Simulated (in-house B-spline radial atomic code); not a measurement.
**Zn²⁸⁺: starting-point dependence of G0W0 and RPA**

Question: which mean-field start gives which removal energy for Zn²⁸⁺, before and after G0W0?

Method: RPA, second order, AC-SOSEX and G0W0 (contour deformation) on a non-relativistic mean field, all electrons; no spin-orbit coupling, Breit or QED terms. Code: an in-house B-spline radial atomic code, version 1.

### Step 1. Starting point

| Item | Value |
| --- | --- |
| element | zinc (Z = 30) |
| charge | +28 |
| electrons | 2 |
| configuration | 1s2 |
| next ion, run as well | 1s1 |
| Hamiltonian | non-relativistic, point nucleus |
| starts | Hartree-Fock, PBE, LC-ωPBE |

Outer shells as boxes (Hund's rule):

Zn28+
```
1s [↑↓]
```

### Step 2. Hartree-Fock start

Settings, as recorded:

```ini
Z = 30
electrons = 2.0
configuration = 1s2
hamiltonian = nr
method = hf
lmax = 9
spin_polarised = False
box_radius = 3.2
intervals = 45
```

On the command line:

```sh
$ python run_gw.py task.json out
```

task.json lists these runs, among others, and the program works through them in turn.

After this run come: PBE start; LC-ωPBE start.

**Question.** What will these runs give? Wanted: highest level, mean field; highest level, G0W0; RPA correlation energy; RPA+SOSEX.

The runs gave:

| quantity | value |
| --- | --- |
| highest level, mean field (range over the runs) | -11739.443 to -11551.208 eV |
| highest level, G0W0 (range over the runs) | -11739.073 to -11739.014 eV |
| RPA correlation energy | -0.09265 to -0.09113 hartree |
| RPA+SOSEX | -0.0463 to -0.0456 hartree |
| tabulated theoretical ionisation energy (1s shell) | 11865 eV (NIST Atomic Spectra Database, ionization energies) |
| G0W0 removal energy less that value | -126 eV |

**Reading.** The starts spread the highest level over 188 eV; after G0W0 0.059 eV remain, 0.031 % of that. Without exact exchange the level is bound too weakly, and G0W0 lowers it by 188 eV. The RPA energy is largest in size on PBE and smallest on Hartree-Fock, 1.6 % apart. The tabulated theoretical ionisation energy is 11865 eV. G0W0 is off by about -126 eV (-1.1 %) in every run shown, whatever the start. Relativity, left out here, binds an s electron more tightly: it works in the direction of closing this gap. Read as a removal energy, the bare PBE level is off by -314 eV (-2.6 %) and the nearest bare level, Hartree-Fock's, by -125 eV. As differences of total energies the mean miss over the starts is 129 eV for mean field, 125 eV for RPA, 126 eV for RPA+SOSEX.
